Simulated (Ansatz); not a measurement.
# C2H5BOSi: a ladder of functionals and wavefunction methods

How much do the methods differ for C2H5BOSi? The plan is to run it at one geometry with functionals of several rungs and with coupled cluster, and see how far each lands from CCSD(T) at the basis-set limit for the atomisation energy.

Program: Ansatz 0.2.0, Gaussian basis. Level of theory: functionals in def2-TZVPP, the program's frozen cores in correlated methods. These are calculated values, not measurements.

Plan: LDA (SPW92), PBE-D4, revPBE-D4, BLYP-D4, r2SCAN-D4, B97M-V, PBE0-D4, B3LYP-D4, r2SCANh-D4, r2SCAN0-D4, HSE06-D4, BHLYP-D4, CAM-B3LYP-D4, LC-ωPBE, ωB97X-V, ωB97M-V, B2PLYP, PBE-QIDH; CCSD(T)/def2-SVP; CCSD(T)/def2-TZVPP; MP2/def2-QZVPP; extrapolation to the limit; RPA on PBE.

## 1. The relaxed structure

All runs share one geometry, relaxed beforehand with PBE0-D4 in a triple-zeta def2 set.

SMILES `B/C=C1\O[SiH2]1`, 10 atoms, charge 0, spin multiplicity 1.

Atoms are counted from 1 here; the program's logs count them from 0.

Bond lengths: B1–C2 1.520 Å, B1–H6 1.196 Å, B1–H7 1.198 Å, C2–C3 1.341 Å, C2–H8 1.086 Å, C3–O4 1.370 Å, C3–Si5 1.788 Å, O4–Si5 1.704 Å, Si5–H9 1.476 Å, Si5–H10 1.476 Å. Angles: C2–B1–H6 120.3°, C2–B1–H7 120.2°, H6–B1–H7 119.4°, B1–C2–C3 122.7°, B1–C2–H8 122.7°, C3–C2–H8 114.7°, C2–C3–O4 131.3°, C2–C3–Si5 165.0°, O4–C3–Si5 63.7°, C3–O4–Si5 70.2°, C3–Si5–O4 46.1°, C3–Si5–H9 122.5°, C3–Si5–H10 122.5°, O4–Si5–H9 115.6°, O4–Si5–H10 115.6°, H9–Si5–H10 114.2°.

## 2. LDA

This LDA is Slater exchange with PW92 correlation.

Input file in.yaml:

```yaml
crystal:
  periodic: [false, false, false]
  atoms:
    - {symbol: B, position_ang: [-1.938265, 0.461390, 0.742264]}
    - {symbol: C, position_ang: [-0.937316, 0.405224, -0.400437]}
    - {symbol: C, position_ang: [0.315048, -0.047828, -0.244566]}
    - {symbol: O, position_ang: [0.970601, -0.531297, 0.856885]}
    - {symbol: Si, position_ang: [2.012564, -0.551182, -0.491360]}
    - {symbol: H, position_ang: [-1.626556, 0.093692, 1.836533]}
    - {symbol: H, position_ang: [-3.046347, 0.874663, 0.553689]}
    - {symbol: H, position_ang: [-1.179699, 0.728993, -1.408270]}
    - {symbol: H, position_ang: [3.136551, 0.403685, -0.444026]}
    - {symbol: H, position_ang: [2.376319, -1.888539, -0.997811]}
basis:
  gaussian: {orbitals: def2-TZVPP}
hamiltonian: {xc: lda}
output: {orbitals: {seedname: orbitals}}
```

Command:

```
$ ansatz run in.yaml --threads 2 --pin off --events-out ev --progress --plain --max-ram 4352MiB
```

After this run come: PBE-D4 (GGA); revPBE-D4 (GGA); BLYP-D4 (GGA); r2SCAN-D4 (meta-GGA); B97M-V (meta-GGA); PBE0-D4 (hybrid); B3LYP-D4 (hybrid); r2SCANh-D4 (hybrid); r2SCAN0-D4 (hybrid); HSE06-D4 (hybrid); BHLYP-D4 (hybrid); CAM-B3LYP-D4 (range-separated); LC-ωPBE (range-separated); ωB97X-V (range-separated); ωB97M-V (range-separated); B2PLYP (double hybrid); PBE-QIDH (double hybrid); CCSD(T) in def2-SVP; CCSD(T) in def2-TZVPP; MP2 in def2-QZVPP; RPA on PBE orbitals.

**Question.** What will the summary of the whole plan be? Wanted: atomisation energy, CCSD(T)/CBS; farthest beyond LDA; mean size of error, GGA; mean size of error, meta-GGA; mean size of error, hybrid; mean size of error, range-separated; mean size of error, double hybrid; gap, smallest and largest; T1 diagnostic.

**Answer**, as computed:

| quantity | value |
| --- | --- |
| atomisation energy, CCSD(T)/CBS | 3819.2 kJ/mol |
| functionals within 19.1 kJ/mol (0.5 %) | LC-ωPBE, B2PLYP, PBE-QIDH |
| farthest beyond LDA | PBE-D4 (+121.7 kJ/mol) |
| mean size of error, GGA | 58.8 kJ/mol |
| mean size of error, meta-GGA | 49.0 kJ/mol |
| mean size of error, hybrid | 41.0 kJ/mol |
| mean size of error, range-separated | 25.4 kJ/mol |
| mean size of error, double hybrid | 7.8 kJ/mol |
| gap, smallest and largest | 3.65 eV (LDA (SPW92)), 10.43 eV (LC-ωPBE) |
| T1 diagnostic | 0.0163 |
| triples share of the correlation energy | 4.5 % |

LDA overbinds by 599.9 kJ/mol (16 %). PBE-D4 misses by +121.7 kJ/mol. Double hybrids carry the basis error of their MP2 part in triple zeta, and no dispersion term here, so their miss is partly the set-up's. Taken by rung, double hybrid functionals do best (7.8 kJ/mol on average) and GGA ones worst beyond LDA (58.8 kJ/mol). The reference freezes the cores and leaves out relativity and excitations past (T), so misses under about 19.1 kJ/mol can't be ranked. Hartree-Fock recovers 73 % of the binding; the rest is correlation. CCSD(T) in def2-SVP is off by -210.1 kJ/mol, more than most functionals: a good method in a small basis is no reference. Orbital gaps span 3.6 to 10.4 eV; exact exchange widens them.
